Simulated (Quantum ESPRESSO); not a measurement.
## CuF2 in Quantum ESPRESSO: the effect of Hubbard term

The system is CuF2.

```
Cu F
1.0
     1.51335    0.87373    4.57543
    -1.51335    0.87373    4.57543
     0.00000   -1.74747    4.57543
Cu F
1 2
Cartesian
  0.0000 0.0000 0.0000
  0.0000 0.0000 3.4590
  0.0000 0.0000 10.2673
```

The cell was built by a generator and needn't be a form met in nature.

Alike in all runs:

```yaml
Program: Quantum ESPRESSO 7.5
Task: single point
Functional: LDA
Potentials_or_basis: GBRV 1.5 LDA
Cutoff: 762 eV
Density_cutoff: 6095 eV
k_mesh: 7 × 7 × 7
Occupations: gaussian, width 0.05 eV
Spin: collinear spin, ferromagnetic start
Starting_moments: "[1.0, 0.0, 0.0] μB"
Hubbard_projectors: atomic
Double: 3
Start_of_the_occupations: atomic
Moments_locked: none
Magnetic_state_asked_for: fm
Form_of_the_LDA_correlation: PZ81
```

```csv
Hubbard term,pressure (GPa),largest force (eV/Å)
none,-10.2,1.35
Cu d U = 1 eV,-10.0,1.34
Cu d U = 2 eV,-9.8,1.33
Cu d U = 3 eV,-9.7,1.32
Cu d U = 4 eV,-9.9,1.31
Cu d U = 5 eV,-9.4,1.30
Cu d U = 6 eV,-9.0,1.29
Cu d U = 8 eV,?,?
```

Task: What does the run with Hubbard term Cu d U = 8 eV give?

Result: Pressure -9.0 GPa; largest force 1.25 eV/Å.

Worked out: The pressure follows no smooth curve through the other rows. A straight line through the other rows of the largest force, of slope -0.01 eV/Å per eV, extrapolates to 1.27 eV/Å, against the run's 1.25.

Caveats: a cell with one magnetic atom can't hold antiferromagnetic order, which such compounds often take; forces of over 1 eV/Å show positions far from the minimum, so gaps and moduli don't describe the material at rest.
